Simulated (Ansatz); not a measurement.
I need a single point in a Gaussian basis of BClH5NO2Si, SMILES OBN[SiH](O)Cl. Use Ansatz 0.2.0 through its Python package. Settings: PBE0, def2-SVP basis, multiplicity 1.

```xyz
11

O    -0.4030   -2.0444    0.4263
B     0.4423   -1.0583    1.0783
N     0.1334    0.4437    1.0241
Si    0.3800    1.0147   -0.6629
O    -0.9609    0.3251   -1.6190
Cl    0.1713    3.1086   -0.7079
H    -1.1137   -2.2082    1.0978
H     1.3963   -1.4444    1.7041
H    -0.8202    0.6022    1.3802
H     1.6076    0.5953   -1.1916
H    -0.7676    0.6088   -2.5087
```

`energy_bclh5no2si.py`:
```python
"""Single point of BClH5NO2Si."""

from pathlib import Path
import warnings

import ansatz

warnings.simplefilter("ignore", ansatz.DeckWarning)

molecule = (
    ansatz.Crystal.molecule()
    .atom("O", (-0.403, -2.0444, 0.4263))
    .atom("B", (0.4423, -1.0583, 1.0783))
    .atom("N", (0.1334, 0.4437, 1.0241))
    .atom("Si", (0.38, 1.0147, -0.6629))
    .atom("O", (-0.9609, 0.3251, -1.619))
    .atom("Cl", (0.1713, 3.1086, -0.7079))
    .atom("H", (-1.1137, -2.2082, 1.0978))
    .atom("H", (1.3963, -1.4444, 1.7041))
    .atom("H", (-0.8202, 0.6022, 1.3802))
    .atom("H", (1.6076, 0.5953, -1.1916))
    .atom("H", (-0.7676, 0.6088, -2.5087))
)

calculation = molecule.calculation()
calculation = calculation.basis(gaussian="def2-SVP")
calculation = calculation.functional("pbe0").scf(lower_state_search="off")
calculation = calculation.orbitals()
outcome = calculation.run(threads=1, pin="off", runs_dir="bclh5no2si_runs")
data = outcome.report

print("reference energy %16.6f eV" % data["reference_energy_ev"])
print("total energy     %16.6f eV" % data["free_energy_ev"])
print("occupied orbitals outside the frozen core (up, down):", data["n_occupied"], " frozen:", data["n_frozen"], " virtual:", data["n_virtual"])

state = data["mean_field"]["state"]
print(f"mean field: {state['energy']['hartree']:.7f} Ha, <S^2> = {abs(state['spin_squared']):.4f}, stability: {state.get('stability', {}).get('kind')}")

lines = Path(data["orbitals_path"]).read_text().splitlines()
field_of = lambda key: [line.split("=")[1].strip() for line in lines if line.startswith(key)]
orbitals = [(27.211386 * float(e), s, float(n)) for e, s, n in zip(field_of("Ene="), field_of("Spin="), field_of("Occup="))]
homo = max(e for e, _, n in orbitals if n > 0.5)
lumo = min(e for e, _, n in orbitals if n < 0.5)
for e, spin, n in sorted(orbitals):
    if homo - 15 < e < lumo + 5:
        print(f"{spin:6s} {e:10.3f} eV  occupation {n:.0f}")
```

Output of `python energy_bclh5no2si.py`:
```text
reference energy    -26720.172708 eV
total energy        -26720.172708 eV
occupied orbitals outside the frozen core (up, down): [32, 32]  frozen: 0  virtual: [85, 85]
mean field: -981.9482354 Ha, <S^2> = 0.0000, stability: undecided
Alpha     -22.785 eV  occupation 2
Alpha     -15.451 eV  occupation 2
Alpha     -15.007 eV  occupation 2
Alpha     -13.637 eV  occupation 2
Alpha     -13.124 eV  occupation 2
Alpha     -12.329 eV  occupation 2
Alpha     -11.631 eV  occupation 2
Alpha     -11.110 eV  occupation 2
Alpha     -10.844 eV  occupation 2
Alpha     -10.341 eV  occupation 2
Alpha      -9.290 eV  occupation 2
Alpha      -9.153 eV  occupation 2
Alpha      -8.707 eV  occupation 2
Alpha      -8.356 eV  occupation 2
Alpha      -7.800 eV  occupation 2
Alpha      -1.287 eV  occupation 0
Alpha       0.800 eV  occupation 0
Alpha       1.077 eV  occupation 0
Alpha       1.503 eV  occupation 0
Alpha       2.215 eV  occupation 0
Alpha       3.091 eV  occupation 0
Alpha       3.279 eV  occupation 0
Alpha       3.394 eV  occupation 0
```

What to keep in mind:
- The settings weren't tested for convergence.
- The geometry is a force-field or estimated start, not a minimum of this method, and the basis set is short of its limit.
- Alpha marks a spatial orbital of a restricted run, filled by both spins.
- Levels such as HOMO and LUMO are orbital energies: with these approximate functionals they aren't the ionisation energy and electron affinity, and their gap isn't the fundamental gap.
- The whole script took 3.5 s on 1 thread of Arm Neoverse V1, on a shared host, peak memory 0.26 GiB.
